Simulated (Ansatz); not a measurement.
Below is the output of a Python script on Ansatz 0.2.0 through its Python package that makes a ladder of methods at one geometry of C₂H₅BFI, SMILES CB(F)CI. Write a script that gives it. Use (for the species named): r2SCAN, def2-SVP basis, multiplicity 1. The script varies functional: r2scan, pbe0, cam_b3lyp, lc_wpbe.

```
atom    x (Å)    y (Å)    z (Å)
   C   1.0956  -0.1654   0.9277
   B   0.3130  -0.3061  -0.4848
   F   1.0036  -0.8811  -1.6091
   C  -1.1497   0.0673  -0.6502
   I  -1.5243   2.1504  -0.4354
   H   2.0969  -0.4548   0.8367
   H   0.5467  -0.7130   1.6941
   H   1.0799   0.9673   1.1994
   H  -1.8121  -0.4727   0.1585
   H  -1.5666  -0.2431  -1.6338
```

Running `python methods.py` prints:
```text
functional    E (Ha)        dipole (D)   HOMO (eV)  LUMO (eV)
r2scan        -501.519722     1.522      -6.599     -2.360
pbe0          -501.301104     1.555      -7.485     -1.640
cam_b3lyp     -501.426922     1.535      -8.721     -0.460
lc_wpbe       -501.429843     1.529     -10.126      0.670
```

One script that gives this output:

`methods.py`
```python
"""One geometry of C2H5BFI, method by method."""

from pathlib import Path
import argparse

import ansatz as az
import numpy as np

parser = argparse.ArgumentParser(description="One geometry of C2H5BFI, method by method.")
parser.add_argument("--basis-set", default="def2-SVP", help="Gaussian basis set")
args = parser.parse_args()

GEOMETRY = """
C     1.09560   -0.16540    0.92770
B     0.31300   -0.30610   -0.48480
F     1.00360   -0.88110   -1.60910
C    -1.14970    0.06730   -0.65020
I    -1.52430    2.15040   -0.43540
H     2.09690   -0.45480    0.83670
H     0.54670   -0.71300    1.69410
H     1.07990    0.96730    1.19940
H    -1.81210   -0.47270    0.15850
H    -1.56660   -0.24310   -1.63380
"""

molecule = az.Crystal.molecule()
for line in GEOMETRY.strip().splitlines():
    symbol, *xyz = line.split()
    molecule = molecule.atom(symbol, [float(v) for v in xyz])

calculation = (
    molecule.calculation()
    .basis(gaussian=args.basis_set)
    .accuracy("high")
)

print("functional    E (Ha)        dipole (D)   HOMO (eV)  LUMO (eV)")
for name in ["r2scan", "pbe0", "cam_b3lyp", "lc_wpbe"]:
    rep = calculation.functional(name).forces().orbitals().run(threads=1, pin="off", runs_dir="runs").report
    lines = Path(rep["orbitals_path"]).read_text().splitlines()
    field_of = lambda key: [line.split("=")[1].strip() for line in lines if line.startswith(key)]
    orbitals = [(27.211386 * float(e), s, float(n)) for e, s, n in zip(field_of("Ene="), field_of("Spin="), field_of("Occup="))]
    homo = max(e for e, _, n in orbitals if n > 0.5)
    lumo = min(e for e, _, n in orbitals if n < 0.5)
    dipole = 4.803205 * np.linalg.norm(rep["charge_distribution"]["dipole_moment_e_ang"])
    print(f"{name:10s} {rep['free_energy_ev'] / 27.211386246:14.6f} {dipole:9.3f} {homo:11.3f} {lumo:10.3f}")
```

Reading the output:
- The settings weren't tested for convergence.
- The geometry is a force-field or estimated start, not a minimum of this method, and the basis set is short of its limit. A lower total doesn't mark the better method: functionals have no common bound, and MP2 and coupled cluster aren't variational.
- def2 sets replace the cores of elements past krypton by effective core potentials.
- Levels such as HOMO and LUMO are orbital energies: with these approximate functionals they aren't the ionisation energy and electron affinity, and their gap isn't the fundamental gap.
- Timing: 65 s on 1 thread of Arm Neoverse V2, on a shared host, peak memory 0.59 GiB.
